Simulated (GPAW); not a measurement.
# As2S: band structure with LDA

As2S:

```
As S
1.0
    -3.50648    3.50648    2.48592
     3.50648   -3.50648    2.48592
     3.50648    3.50648   -2.48592
As S
4 2
Direct
  0.87500 0.12500 0.25000
  0.87500 0.62500 0.75000
  0.37500 0.12500 0.25000
  0.87500 0.12500 0.75000
  0.25000 0.75000 0.50000
  0.50000 0.50000 0.00000
```

The cell comes from a database or a generator and needn't be the stable form of this composition.

```json
{
  "Program": "GPAW 26.7.0",
  "Task": "band structure",
  "Functional": "LDA",
  "Potentials or basis": "the program's PAW data sets (release 1.2.1) made for this functional",
  "Cutoff": "600 eV",
  "Basis": "pw",
  "k mesh": "5 × 5 × 5",
  "Occupations": "fermi-dirac, width 0.05 eV",
  "Spin": "no spin polarisation",
  "Maxiter": "150",
  "Band path": "GXMGZPNZ1M,XP",
  "Band points": "60"
}
```

```json
{"Pressure": "-4.6 GPa", "Band gap along the path": "none (metal or under the smearing width)"}
```

Stress tensor (GPa, compression positive):
```
-4.71  0.00  0.00
 0.00 -4.71  0.00
 0.00  0.00 -4.44
```

Levels at the corners of the path, in eV from the Fermi level:
```
point  band 13  band 14  band 15  band 16  band 17  band 18  band 19  band 20
    Γ    -3.37    -2.77    -2.77    -1.50     2.78     2.83     2.83     3.09
    X    -1.65    -1.65    -1.21    -1.21    -0.09    -0.09     1.74     1.74
    M    -0.74    -0.74    -0.61    -0.61     0.17     0.17     0.21     0.21
    Γ    -3.37    -2.77    -2.77    -1.50     2.78     2.83     2.83     3.09
    Z    -1.67    -1.05    -1.05    -1.00     0.80     0.82     0.98     0.98
    P    -1.35    -1.35    -1.31    -1.31     2.03     2.03     2.56     2.56
    N    -2.04    -1.94    -0.68     0.09     0.09     0.87     1.32     2.91
   Z1    -1.67    -1.05    -1.05    -1.00     0.80     0.82     0.98     0.98
    M    -0.74    -0.74    -0.61    -0.61     0.17     0.17     0.21     0.21
    X    -1.65    -1.65    -1.21    -1.21    -0.09    -0.09     1.74     1.74
    P    -1.35    -1.35    -1.31    -1.31     2.03     2.03     2.56     2.56
```

Run time: 120 s on 1 thread of Arm Neoverse V2 (shared host), peak memory 0.53 GiB.
